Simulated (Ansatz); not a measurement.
# B2PLYP/aug-cc-pVDZ run of C2H2F2 (vinylidene fluoride)

Aim: the electronic atomisation energy of C2H2F2 (vinylidene fluoride) at B2PLYP/aug-cc-pVDZ, from 4 runs. 

The calculation is run with Ansatz 0.2.0.

47 further runs of the same task are left out: 47 set aside as unsound or not needed.

### Step 1. Starting point

C2H2F2: 6 atoms, total charge 0, spin state singlet. As SMILES, `C=C(F)F`. Geometry: relaxed at PBE0-D4/def2-TZVP.

Bond lengths: C1–C2 1.315 Å, C2–F3 1.313 Å, C2–F4 1.313 Å, C1–H5 1.079 Å, C1–H6 1.079 Å. Angles: C1–C2–F3 125.2°, C1–C2–F4 125.2°, F3–C2–F4 109.6°, C2–C1–H5 119.7°, C2–C1–H6 119.7°, H5–C1–H6 120.6°.

### Step 2. The energy at B2PLYP/aug-cc-pVDZ

in.yaml

```yaml
crystal:
  periodic: [false, false, false]
  atoms:
    - {symbol: C, position_ang: [-0.115900, 0.471000, -0.544400]}
    - {symbol: C, position_ang: [0.105000, -0.394600, 0.420100]}
    - {symbol: F, position_ang: [-0.454900, -0.363600, 1.607600]}
    - {symbol: F, position_ang: [0.919200, -1.422100, 0.343000]}
    - {symbol: H, position_ang: [0.394200, 0.360600, -1.488400]}
    - {symbol: H, position_ang: [-0.805600, 1.284800, -0.384200]}
basis:
  gaussian:
    orbitals: aug-cc-pVDZ
magnetization:
  spin_polarized: false
  initial_magnetization: 0
hamiltonian:
  xc: {name: B2PLYP}
correlation:
  frozen_orbitals: {C: 1, F: 1, H: 0}
accuracy: high
output:
  orbitals: {seedname: orbitals}
```

Launch:

```console
ansatz run in.yaml --threads 1 --pin off --max-ram 3480MiB --events-out events.jsonl --progress --plain --runs-dir runs
```

Log:

```text
Warning: RAYON_NUM_THREADS=1 ignored (pool sized by the plan → 1); use --threads N
Functional definition: B2PLYP
  name "B2PLYP"
  parameter a = 0.53
  parameter c = 0.27
  exchange = (1 - a)*b88_x + a*exact_x
  correlation = (1 - c)*lyp_c + c*(mp2_os + mp2_ss)
2192 factors; integrals over basis functions are off by at most 3.1e-9 eV
mean field evaluation 1: about -7524.6097 eV, gradient 4.2e1 eV
mean field evaluation 2: about -7524.6101 eV, gradient 4.2e1 eV
mean field evaluation 4: about -7528.3951 eV, gradient 4.6e0 eV
mean field evaluation 8: about -7528.4509 eV, gradient 1.6e-1 eV
mean field evaluation 16: about -7528.4510 eV, gradient 4.9e-6 eV
mean field -7528.45096335 eV, -276.6654699357 hartree, gradient 2.2e-8 eV, S^2 0.000000; 0 other end points of the search recorded, 0 dependent functions left out
4 core orbitals not correlated: weight in the atoms' cores, before any rotation towards them, 1.000 or more for the frozen orbitals, at most 0.000 for the correlated occupied ones
reference -7528.45099115 eV, -276.6654709573 hartree; 12, 12 occupied and 94, 94 virtual orbitals, 2192 factors
second order -22.17299759 eV of doubles, -0.00000000 eV of singles
Total energy: -7534.43770050 eV, -276.8854784679 hartree
```

Wall time 11 s (1 thread of Arm Neoverse V1, shared host); peak memory 0.34 GiB.

### Step 3. The C atom, same level

input.yaml

```yaml
crystal:
  periodic: [false, false, false]
  atoms:
    - {symbol: C, position_ang: [0.000000, 0.000000, 0.000000]}
basis:
  gaussian:
    orbitals: aug-cc-pVDZ
magnetization:
  spin_polarized: true
  initial_magnetization: 2
hamiltonian:
  xc: {name: B2PLYP}
correlation:
  frozen_orbitals: {C: 1}
accuracy: high
```

Run the same way, it converges to -37.81843 Eh (log not shown).

### Step 4. The F atom at the same level

job.yaml

```yaml
crystal:
  periodic: [false, false, false]
  atoms:
    - {symbol: F, position_ang: [0.000000, 0.000000, 0.000000]}
basis:
  gaussian: {orbitals: aug-cc-pVDZ}
magnetization: {spin_polarized: true, initial_magnetization: 1}
hamiltonian: {xc: {name: B2PLYP}}
correlation: {frozen_orbitals: {F: 1}}
accuracy: high
```

Run the same way, it converges to -99.67564 Eh (log not shown).

### Step 5. The H atom, same level

molecule.yaml

```yaml
crystal:
  periodic: [false, false, false]
  atoms:
    - symbol: H
      position_ang: [0.000000, 0.000000, 0.000000]
basis:
  gaussian:
    orbitals: aug-cc-pVDZ
magnetization:
  spin_polarized: true
  initial_magnetization: 1
hamiltonian:
  xc: {name: B2PLYP}
correlation:
  frozen_orbitals: {H: 0}
accuracy: high
```

Launch:

```console
ansatz run molecule.yaml --threads 1 --pin off --max-ram 3480MiB --events-out events.jsonl --progress --plain --runs-dir runs
```

Log:

```text
Warning: RAYON_NUM_THREADS=1 ignored (pool sized by the plan → 1); use --threads N
Functional definition: B2PLYP
  name "B2PLYP"
  parameter a = 0.53
  parameter c = 0.27
  exchange = (1 - a)*b88_x + a*exact_x
  correlation = (1 - c)*lyp_c + c*(mp2_os + mp2_ss)
42 factors; integrals over basis functions are off by at most 4.4e-8 eV
mean field evaluation 1: about -13.5407 eV, gradient 9.2e-1 eV
mean field evaluation 2: about -13.5404 eV, gradient 9.1e-1 eV
mean field evaluation 4: about -13.5553 eV, gradient 3.5e-3 eV
mean field evaluation 8: about -13.5553 eV, gradient 9.5e-5 eV
mean field -13.55531301 eV, -0.4981485651 hartree, gradient 2.5e-8 eV, S^2 0.750000; 0 other end points of the search recorded, 0 dependent functions left out
reference -13.55533207 eV, -0.4981492655 hartree; 1, 0 occupied and 8, 9 virtual orbitals, 42 factors
second order 0.00000000 eV of doubles, -0.00000000 eV of singles
Total energy: -13.55533207 eV, -0.4981492655 hartree
```

Run time: 0.18 s. Hardware: 1 thread of Arm Neoverse V1, shared host.

### Step 6. What came out

At B2PLYP/aug-cc-pVDZ, 4 core orbitals frozen:

| quantity | value |
| --- | --- |
| molecule: total energy | -276.88548 Eh |
| molecule: HOMO energy (SCF part's orbitals) | -8.90 eV |
| molecule: LUMO energy (SCF part's orbitals) | 0.37 eV |
| molecule: HOMO–LUMO gap (SCF part's orbitals) | 9.27 eV |
| C atom: total energy | -37.81843 Eh |
| C atom: ⟨S²⟩ | 2.005 |
| F atom: total energy | -99.67564 Eh |
| F atom: ⟨S²⟩ | 0.752 |
| H atom: total energy | -0.49815 Eh |
| H atom: ⟨S²⟩ | 0.750 |
| electronic atomisation energy | 24.519 eV |

Taking the molecule apart into free atoms costs 24.52 eV (2366 kJ/mol), before zero-point energy and without spin-orbit coupling.
